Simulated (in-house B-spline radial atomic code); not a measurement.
**Hf¹⁰⁺: binding energies from hole states**

Aim: the cost of two holes at once in Hf¹⁰⁺, against the sum of the two single holes.

Program: in-house B-spline radial atomic code version 1. Level of theory: Dirac-Hartree-Fock, average of configuration, Fermi nucleus, basis-set limit. These are calculated values, not measurements, unless marked.

## 1. The atom as given

```
element       : hafnium (Z = 72)
charge        : +10
electrons     : 62
configuration : [Kr] 4d10 4f12 5s2 5p2
Hamiltonian   : Dirac-Coulomb
nucleus       : Fermi, rms radius 5.347 fm
```

The outer shells:

[Kr] 4d10 4f12 5s2 5p2
```
[Kr] core
4d [↑↓][↑↓][↑↓][↑↓][↑↓]
4f [↑↓][↑↓][↑↓][↑↓][↑↓][↑ ][↑ ]
5s [↑↓]
5p [↑ ][↑ ][  ]
```

The boxes draw the filling by Hund's rule, which heavy ions in jj coupling don't follow; these runs average over all states of the configuration.

Settings, as recorded:

```ini
Z = 72
electrons = 62.0
configuration = [Kr] 4d10 4f12 5s2 5p2
hamiltonian = dirac
method = hf
spin_polarised = False
nucleus = fermi
rms_radius = 5.347
mass_number = 180
atomic_mass = 179.946559537
speed_of_light = 137.035999084
```

From the earlier run of the reference: total energy -15058.544718 hartree. Levels, eight at most:

| orbital | occupation | energy (eV) | <r> (bohr) |
| --- | --- | --- | --- |
| 4p3/2 | 4 | -586.52 | 0.5041 |
| 4d3/2 | 4 | -424.09 | 0.5220 |
| 4d5/2 | 6 | -412.70 | 0.5327 |
| 5s1/2 | 2 | -233.33 | 1.044 |
| 4f5/2 | 5.14286 | -210.61 | 0.5908 |
| 4f7/2 | 6.85714 | -208.59 | 0.5975 |
| 5p1/2 | 0.666667 | -203.46 | 1.109 |
| 5p3/2 | 1.33333 | -192.11 | 1.170 |

Single holes known from earlier runs (ΔSCF): 1s 65859.7 eV, 2s 11517.1 eV, 2p3/2 9785.23 eV, 4d3/2 418.22 eV, 5p 195.43 eV.

## 2. The 2p3/2 and 4d3/2 holes

In configurations, a minus sign after the shell means j = l − 1/2 and a plus sign j = l + 1/2; the count of electrons follows.

Settings, as recorded:

```ini
Z = 72
electrons = 60.0
configuration = 1s2 2s2 2p-2 2p+3 3s2 3p6 3d10 4s2 4p6 4d-3 4d+6 4f12 5s2 5p2
hamiltonian = dirac
method = hf
spin_polarised = False
nucleus = fermi
rms_radius = 5.347
mass_number = 180
atomic_mass = 179.946559537
speed_of_light = 137.035999084
```

## 3. The 2s and 5p holes

Changes to the settings of step 2:

```diff
@@ -2,3 +2,3 @@
 electrons = 60.0
-configuration = 1s2 2s2 2p-2 2p+3 3s2 3p6 3d10 4s2 4p6 4d-3 4d+6 4f12 5s2 5p2
+configuration = 1s2 2s1 2p6 3s2 3p6 3d10 4s2 4p6 4d10 4f12 5s2 5p1
 hamiltonian = dirac
```

## 4. The 1s and 1s holes

Changes to the settings of step 3:

```diff
@@ -2,3 +2,3 @@
 electrons = 60.0
-configuration = 1s2 2s1 2p6 3s2 3p6 3d10 4s2 4p6 4d10 4f12 5s2 5p1
+configuration = 2s2 2p6 3s2 3p6 3d10 4s2 4p6 4d10 4f12 5s2 5p2
 hamiltonian = dirac
```

Q: What does each hole state cost in eV, and how does that compare with the orbital energies or single holes?

As calculated:

| two holes | ΔSCF (eV) | less the two single holes (eV) |
| --- | --- | --- |
| 2p3/2 and 4d3/2 | 10246.6 | 43.16 |
| 2s and 5p | 11737.4 | 24.87 |
| 1s and 1s | 132926.4 | 1207.08 |

Two holes cost more than the sum of each, because the second electron leaves a more charged ion. The excess runs from 24.9 eV (2s and 5p) to 1207.1 eV (1s and 1s); it tends to be largest where both holes are compact. Two partly filled shells share a symmetry and can mix in the average, which may lower the energy, in these hole states: 2p3/2 and 4d3/2; 2p3/2. Values are for the free ion, measured from the vacuum level.
